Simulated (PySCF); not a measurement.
# [SmH3(NH3)]−: other functionals and bases at one geometry

Aim: see how levels, charges and forces of [SmH3(NH3)]− depend on the level of theory. The structure is generated, not taken from experiment.

Method: several levels, as the steps say, no spin–orbit coupling; program: PySCF 2.14.0.

1 further run of the same task is left out (for a known fault of the program).

## Step 1: Where the work starts

8 atoms, charge -1, spin multiplicity 1.

Bond lengths: Sm1–H2 2.365 Å, Sm1–H3 2.364 Å, Sm1–H4 2.397 Å, Sm1–N5 2.743 Å, N5–H6 1.019 Å, N5–H7 1.021 Å, N5–H8 1.021 Å. Angles: H2–Sm1–H3 121.3°, H2–Sm1–H4 119.0°, H2–Sm1–N5 104.7°, H3–Sm1–H4 118.6°, H3–Sm1–N5 103.5°, H4–Sm1–N5 70.6°, Sm1–N5–H6 136.5°, Sm1–N5–H7 98.0°, Sm1–N5–H8 96.4°, H6–N5–H7 108.7°, H6–N5–H8 108.7°, H7–N5–H8 104.6°.

Geometry (Å):

```xyz
8

Sm    0.0721   -0.0670    0.2646
H     1.4180    1.5014    1.4145
H    -1.5284   -1.3831    1.4031
H     0.6258   -0.6343   -1.9980
N    -1.4439    1.4430   -1.4519
H    -2.1794    2.1433   -1.3683
H    -0.6820    1.8334   -2.0076
H    -1.7964    0.6632   -2.0092
```

Formal oxidation states: Sm +2. Each metal's 6 4f electrons lie in its core potential, so multiplicities, spins and levels count the valence alone. An earlier session relaxed this geometry at PBE0, Sm lcecp-0-SVP with ECP52, H def2-SVP, N def2-SVP (singlet, point group C1).

At PBE0 on the finer grid: E = -87.037815 Eh, frontier levels not given, since the 4f levels lie in the core, Mulliken charge on Sm1 -0.20 e, largest force component 0.015 eV/Å. 

Levels to run: HF; BLYP; PBE0, TZVP. Hardware: 2 threads of Intel Xeon Platinum 8259CL at 2.50GHz (Skylake/Cascade Lake), shared host.

## Step 2: HF

Contents of run.py (the lines that set the calculation):

```python
mol = gto.M(atom='''
Sm     0.07213    -0.06699     0.26460
H      1.41795     1.50139     1.41448
H     -1.52842    -1.38309     1.40311
H      0.62582    -0.63426    -1.99801
N     -1.44385     1.44305    -1.45191
H     -2.17938     2.14335    -1.36835
H     -0.68198     1.83344    -2.00759
H     -1.79639     0.66324    -2.00917''',
    basis={'Sm': 'lcecp-0-SVP', 'H': 'def2-SVP', 'N': 'def2-SVP'},
    ecp={'Sm': 'lcecp-0-SVP'},
    charge=-1, spin=0)
mf = scf.RHF(mol)
mf = mf.density_fit()  # fitting sets: Sm AutoAux, H def2-universal-JKFIT, N def2-universal-JKFIT
mf.conv_tol = 1e-08; mf.max_cycle = 55
mf.kernel(dm0)  # dm0: the density of the relaxed state
```

Run with:

```sh
OMP_NUM_THREADS=2 python run.py
```

## Step 3: BLYP

run.py (the lines that set the calculation): that of step 2 with these lines changed.

```diff
@@ -12,3 +12,4 @@
     charge=-1, spin=0)
-mf = scf.RHF(mol)
+mf = dft.RKS(mol, xc='BLYP')
+mf.grids.atom_grid = (75, 302)  # f atoms: unpruned, at least (60, 302)
 mf = mf.density_fit()  # fitting sets: Sm AutoAux, H def2-universal-JKFIT, N def2-universal-JKFIT
```

## Step 4: PBE0, TZVP

Basis: Sm lcecp-0-TZVP with ECP52, H def2-TZVP, N def2-TZVP. 

run.py (the lines that set the calculation): that of step 3 with these lines changed.

```diff
@@ -9,6 +9,6 @@
 H     -1.79639     0.66324    -2.00917''',
-    basis={'Sm': 'lcecp-0-SVP', 'H': 'def2-SVP', 'N': 'def2-SVP'},
-    ecp={'Sm': 'lcecp-0-SVP'},
+    basis={'Sm': 'lcecp-0-TZVP', 'H': 'def2-TZVP', 'N': 'def2-TZVP'},
+    ecp={'Sm': 'lcecp-0-TZVP'},
     charge=-1, spin=0)
-mf = dft.RKS(mol, xc='BLYP')
+mf = dft.RKS(mol, xc='PBE0')
 mf.grids.atom_grid = (75, 302)  # f atoms: unpruned, at least (60, 302)
@@ -16,2 +16,2 @@
 mf.conv_tol = 1e-08; mf.max_cycle = 55
-mf.kernel(dm0)  # dm0: the density of the relaxed state
+mf.kernel(dm0)  # dm0: free metal ions and neutral atoms
```

Q: Predict the outcome of this session. Wanted: for each run, charge on Sm1; dipole; largest force.

**Answer**, as computed:

| level | state | charge on Sm1 (e) | dipole (D) | largest force (eV/Å) | basis functions | time |
| --- | --- | --- | --- | --- | --- | --- |
| PBE0 (relaxed here) | singlet | -0.20 | 5.05 | 0.01 | 75 | 12 s |
| HF | singlet | 0.17 | 5.19 | 0.81 | 75 | 2 s |
| BLYP | singlet | -0.38 | 4.96 | 0.45 | 75 | 6.5 s |
| PBE0, TZVP | singlet | 0.24 | 4.70 | 0.34 | 114 | 27 s |

Times are on 2 threads of Intel Xeon Platinum 8259CL at 2.50GHz (Skylake/Cascade Lake), shared host; the first row also made further properties. The dipole of a charged species depends on the origin, so these sizes hold for this origin alone.

The largest leftover force, 0.81 eV/Å with HF, stands at a geometry relaxed at another level. The Mulliken charge on Sm spans -0.38 to +0.24 e over the levels. With 4f in the core, its levels are missing from HOMO and gap. Total energies of different levels can't be compared. Spin–orbit coupling is left out throughout.
